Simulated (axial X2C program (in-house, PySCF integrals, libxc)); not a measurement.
# TeMo: from the state search to constants, part 2 of 2

Computed with an in-house X2C program for linear molecules on PySCF integrals; all-electron X2C, Te dyall-cv3z, Mo dyall-cv3z. The steps go on from the part before.

## (9) PBE0, 2c

State followed: Ω = 1 (excess of +ω over −ω: ω = -3/2, ω = 5/2). The scan is laid around 2.553 Å, a first estimate of the minimum, and this SCF restarts from the orbitals of the search.

Output at 2.553 Å:

```text
two-component X2C + atomic mean field  PBE0
basis functions 278  fitting functions 1312  grid points 5803
iter        total energy     max residual
   1     -10837.174925533     7.63e-06
   2     -10837.174925536     1.04e-05
   3     -10837.174925539     5.68e-06
   4     -10837.174925540     1.46e-06
converged
one-electron -15799.94014832  Coulomb 4817.75987649  exact exchange -74.31907828  xc functional -227.42439186  nuclear repulsion 452.69213813  atomic mean-field constant -5.94332170
```

Along the bond, energies from the lowest point:

| R (Å) | E (eV) | μ (D) | HOMO (eV) | LUMO (eV) | iterations |
| --- | --- | --- | --- | --- | --- |
| 2.221 | 0.8785 | 3.42 | -4.99 | -2.98 | 15 |
| 2.323 | 0.3406 | 3.73 | -5.11 | -3.10 | 14 |
| 2.400 | 0.1261 | 3.93 | -5.18 | -3.17 | 13 |
| 2.476 | 0.0234 | 4.09 | -5.24 | -3.22 | 13 |
| 2.553 | 0.0000 | 4.23 | -5.28 | -3.26 | 4 |
| 2.642 | 0.0414 | 4.36 | -5.33 | -3.28 | 14 |
| 2.732 | 0.1318 | 4.48 | -5.36 | -3.28 | 13 |
| 2.847 | 0.2916 | 4.60 | -5.40 | -3.27 | 14 |
| 2.987 | 0.5204 | 4.74 | -5.42 | -3.25 | 13 |
| 3.191 | 0.8685 | 4.87 | -5.45 | -3.21 | 14 |

Dipoles are positive if Mo is the positive end.

Outer spinors at the reference distance:

```csv
ω,occupied,ε (eV),atomic character,λ mixture
-1/2,yes,-16.17,"72% Te s, 10% Mo p, 9% Mo d",100% σ
1/2,yes,-15.49,"70% Te s, 10% Mo d, 10% Mo p",100% σ
1/2,yes,-7.77,"49% Te p, 41% Mo d, 4% Te s","94% σ, 6% π"
-1/2,yes,-7.64,"61% Mo d, 34% Te p","86% π, 14% σ"
-1/2,yes,-7.23,"62% Te p, 26% Mo d, 6% Mo s","84% σ, 16% π"
3/2,yes,-6.99,"80% Mo d, 17% Te p",100% π
-3/2,yes,-6.91,100% Mo d,100% δ
1/2,yes,-6.76,"68% Te p, 22% Mo d, 4% Mo p","89% π, 11% σ"
5/2,yes,-6.71,100% Mo d,100% δ
-3/2,yes,-6.30,"74% Te p, 16% Mo d, 5% Mo p",100% π
1/2,yes,-6.11,"48% Mo s, 28% Mo d, 22% Te p","95% σ, 5% π"
-1/2,yes,-5.28,"57% Te p, 26% Mo d, 11% Mo p","98% π, 2% σ"
3/2,no,-3.26,"58% Te p, 19% Mo d, 17% Mo p",100% π
1/2,no,-2.50,"42% Mo p, 25% Mo s, 19% Te p",100% σ
-1/2,no,-1.81,"68% Mo s, 19% Mo d, 8% Mo p",100% σ
-1/2,no,-1.10,"49% Mo d, 35% Mo p, 9% Te p","99% σ, 1% π"
```

PBE0 fields in the half plane through the axis: z from -2.4 to 4.8 Å across, distance from the axis 0.15 to 2.25 Å upwards; Te lies at z = 0 and Mo at z = 2.553 Å; the ELF is damped to zero where the density is low.

log10 density (e/bohr³). Ten even steps from '0' (-4.17 ) to '9' (1.83 ):
```
0001122222222222222111100
0011222333322222222221110
0112233333333333333322110
1122334444443334444332211
1223344454444444554433211
1233445565544455665443221
1233456777655556776543221
1234456898655567997643221
```

ELF. Ten even steps from '0' (0.00 ) to '9' (0.78 ):
```
0000234444322222333321000
0012466776543333444432100
0024689998765433444443100
0146899999886433455432100
1368999766887434565432100
1479985333477437997521000
2579963898357459559731000
2589946797637475995931000
```

Re = 2.543 Å, ωe = 218.8 cm⁻¹, ωexe = 0.647 cm⁻¹, Be = 0.04671 cm⁻¹, De = 2.38 eV, μ = 4.21 D.

## (10) HF, 2c

The SCF at the reference distance of 2.553 Å:

```text
two-component X2C + atomic mean field  HF
basis functions 278  fitting functions 1312  grid points 5803
iter        total energy     max residual
   1     -10832.707768524     3.14e-01
   2     -10832.750135658     1.09e-02
   3     -10832.755693204     4.76e-03
   4     -10832.757591418     5.33e-03
   5     -10832.758983706     3.14e-03
   6     -10832.759640516     1.63e-03
   7     -10832.759775749     6.13e-04
   8     -10832.759805082     2.51e-04
   9     -10832.759813594     1.33e-04
  10     -10832.759816726     8.86e-05
  11     -10832.759817543     5.26e-05
  12     -10832.759817884     2.64e-05
  13     -10832.759817988     1.15e-05
  14     -10832.759818018     5.61e-06
  15     -10832.759818028     2.26e-06
  16     -10832.759818029     1.51e-06
converged
one-electron -15799.26007769  Coulomb 4817.22054703  exact exchange -297.46910381  xc functional 0.00000000  nuclear repulsion 452.69213813  atomic mean-field constant -5.94332170
```

Re = 2.787 Å, ωe = 164.9 cm⁻¹, ωexe = 0.537 cm⁻¹, Be = 0.03888 cm⁻¹, De = 0.786 eV, μ = 5.86 D.

## (11) PW91, 2c

The SCF at the reference distance of 2.553 Å:

```text
two-component X2C + atomic mean field  PW91
basis functions 278  fitting functions 1312  grid points 5803
iter        total energy     max residual
   1     -10838.705511548     1.06e-01
   2     -10838.713898369     4.60e-03
   3     -10838.703512109     1.86e-02
   4     -10838.714122855     5.79e-03
   5     -10838.714734221     9.03e-04
   6     -10838.714769750     3.79e-04
   7     -10838.714774640     2.34e-04
   8     -10838.714776237     5.47e-05
   9     -10838.714776461     1.54e-05
  10     -10838.714776478     5.18e-06
  11     -10838.714776478     1.48e-06
converged
one-electron -15799.70212983  Coulomb 4817.48217232  exact exchange 0.00000000  xc functional -303.24363540  nuclear repulsion 452.69213813  atomic mean-field constant -5.94332170
```

Re = 2.507 Å, ωe = 245.2 cm⁻¹, ωexe = 0.755 cm⁻¹, Be = 0.04802 cm⁻¹, De = 2.85 eV, μ = 3.39 D.

## (12) MP2 and beyond, 2c

Correlated methods: 12 electrons correlated (frozen shells, counted by type: Te 4 s, 3 p, 2 d; Mo 4 s, 3 p, 1 d), 342 virtual spinors in MP2, 110 natural virtuals in coupled cluster.

Output of the correlated part at 2.553 Å:

```text
correlated 12  virtual 342  natural virtual 110  E(MP2) -0.219496447  MP2 remainder -0.006484286
iter   CCSD correlation   residual
   1     -0.227486708   1.17e-01
   2     -0.233648411   5.86e-02
   3     -0.236316111   3.63e-02
   4     -0.237699200   2.44e-02
   5     -0.238465139   1.29e-02
   6     -0.238702303   6.36e-03
   7     -0.238756165   2.67e-03
   8     -0.238758446   1.00e-03
   9     -0.238753453   4.60e-04
  10     -0.238756844   2.20e-04
  11     -0.238755626   9.66e-05
  12     -0.238756850   4.81e-05
  13     -0.238756732   2.56e-05
  14     -0.238757117   1.37e-05
  15     -0.238757289   5.81e-06
  16     -0.238757393   2.78e-06
  17     -0.238757435   1.18e-06
  18     -0.238757450   5.25e-07
(T) -0.012138548  T1 0.0608  D1 0.1576  max T2 0.054
```

MP2: No constants are quoted: the reference is strongly spin-contaminated.

CCSD: Re = 2.607 Å, ωe = 195.0 cm⁻¹, Be = 0.04444 cm⁻¹, De = 1.94 eV. T1 at Re = 0.040 (Lee–Taylor, the printed value over √2).

CCSD(T): Re = 2.580 Å, ωe = 202.5 cm⁻¹, Be = 0.04538 cm⁻¹, De = 2.11 eV. T1 at Re = 0.041 (Lee–Taylor, the printed value over √2).

## (13) A higher determinant, 2c

State: Ω = 3 (excess of +ω over −ω: ω = 1/2, ω = 5/2).

Output at the reference distance:

```text
two-component X2C + atomic mean field  PBE0
basis functions 278  fitting functions 1312  grid points 5803
iter        total energy     max residual
   1     -10837.162707520     1.18e-05
   2     -10837.162707539     1.51e-05
   3     -10837.162707543     8.65e-06
   4     -10837.162707546     5.55e-06
   5     -10837.162707549     1.31e-06
   6     -10837.162707549     5.76e-07
converged
one-electron -15799.54664216  Coulomb 4817.36459834  exact exchange -74.31468748  xc functional -227.41479269  nuclear repulsion 452.69213813  atomic mean-field constant -5.94332170
```

```
R (Å)  E above the lowest PBE0 point (eV)
2.221                               1.125
2.323                               0.614
2.400                               0.421
2.476                               0.338
2.553                               0.332
2.642                               0.391
2.732                               0.496
2.847                               0.668
2.987                               0.906
```

Re = 2.520 Å, ωe = 226.1 cm⁻¹, ωexe = 0.736 cm⁻¹, Be = 0.04754 cm⁻¹, μ = 4.35 D. Te = 0.33 eV.

## (14) The 2c curves together

Energy (eV) of the followed determinant, 2c, from each level's lowest point:

```
R (Å)   PBE0     HF  MP2 (spin-contaminated)   CCSD  CCSD(T)   PW91
2.221  0.879  1.962                    1.070    n/a      n/a  0.801
2.323  0.341  1.124                    0.501  0.492    0.427  0.276
2.400  0.126  0.697                    0.245  0.228    0.182  0.079
2.476  0.023  0.399                    0.092  0.076    0.050  0.000
2.553  0.000  0.199                    0.016  0.008    0.000  0.006
2.642  0.041  0.061                    0.000  0.000    0.011  0.085
2.732  0.132  0.000                    0.041  0.047    0.074  0.214
2.847  0.292  0.000                    0.151  0.160    0.204  0.421
2.987  0.520  0.077                    0.341    n/a      n/a  0.698
3.191  0.869  0.261                    0.668    n/a      n/a  1.097
```

Time for the job: 7.2 min (1 thread of Arm Neoverse V1, shared host); peak memory 1.2 GiB.

## (15) What came out

This closing draws on all 2 parts.

Lowest determinant that the search found at its distance, spin-free: M_S = 2, Λ = 1 (beyond closed shells: σα, π+α, δ+α, δ-α).

Lowest determinant that the search found at its distance, 2c: Ω = 1 (excess of +ω over −ω: ω = -3/2, ω = 5/2).

```json
{"Hamiltonian": "spin-free", "level": "PBE0", "Re (Å)": "2.528", "ωe (cm⁻¹)": "224.3", "De (eV)": "2.45", "μ (D)": "4.34"}
{"Hamiltonian": "spin-free", "level": "HF", "Re (Å)": "2.780", "ωe (cm⁻¹)": "166.8", "De (eV)": "0.824", "μ (D)": "5.93"}
{"Hamiltonian": "spin-free", "level": "CCSD", "Re (Å)": "2.592", "ωe (cm⁻¹)": "198.4", "De (eV)": "2.05", "μ (D)": "n/a"}
{"Hamiltonian": "spin-free", "level": "CCSD(T)", "Re (Å)": "2.564", "ωe (cm⁻¹)": "208.0", "De (eV)": "2.23", "μ (D)": "n/a"}
{"Hamiltonian": "spin-free", "level": "PW91", "Re (Å)": "2.496", "ωe (cm⁻¹)": "252.4", "De (eV)": "2.96", "μ (D)": "3.50"}
{"Hamiltonian": "2c", "level": "PBE0", "Re (Å)": "2.543", "ωe (cm⁻¹)": "218.8", "De (eV)": "2.38", "μ (D)": "4.21"}
{"Hamiltonian": "2c", "level": "HF", "Re (Å)": "2.787", "ωe (cm⁻¹)": "164.9", "De (eV)": "0.786", "μ (D)": "5.86"}
{"Hamiltonian": "2c", "level": "CCSD", "Re (Å)": "2.607", "ωe (cm⁻¹)": "195.0", "De (eV)": "1.94", "μ (D)": "n/a"}
{"Hamiltonian": "2c", "level": "CCSD(T)", "Re (Å)": "2.580", "ωe (cm⁻¹)": "202.5", "De (eV)": "2.11", "μ (D)": "n/a"}
{"Hamiltonian": "2c", "level": "PW91", "Re (Å)": "2.507", "ωe (cm⁻¹)": "245.2", "De (eV)": "2.85", "μ (D)": "3.39"}
```

Dipoles are positive if Mo is the positive end. No constants: spin-free MP2 (the reference is strongly spin-contaminated); 2c MP2 (the reference is strongly spin-contaminated). Spin-free ⟨S²⟩ is off its pure value at HF 7.05.

Time per point (s) on 1 thread of Arm Neoverse V1, shared host (2c runs; CCSD comes with the CCSD(T) run); the times are rough: PBE0 2.3, HF 2.2, CCSD(T) 13, PW91 0.79.

What this shows: At CCSD(T), going from spin-free to two-component changes Re by +16 mÅ, ωe by -2.7 %; the spin-free picture holds up (part of it comes from the scalar share of the two-electron terms). De moves by -0.12 eV; both De rest on single-determinant atoms, which can miss part of an open shell's spin–orbit lowering.

De refers to Te + Mo, each in the lowest determinant found, which need not be this curve's own limit. Each curve is one determinant whose occupation by symmetry is held fixed; it was picked as the lowest of a PBE0 search that is not exhaustive. Dissociation energies refer to the lowest single-determinant-based atoms at the same level and basis. Density functionals use the spin component along the axis (collinear). Coupled cluster ran in a truncated set of natural virtual spinors; the MP2 energy of the rest was added. With several unpaired electrons one determinant need not be a pure state. The spin-free determinant is spin-contaminated at some levels. With the outer-core shells frozen, correlated bond lengths of heavy atoms tend to come out a few hundredths of an ångström too long. T1 at Re is 0.046 (Lee–Taylor), above the customary mark of 0.02.
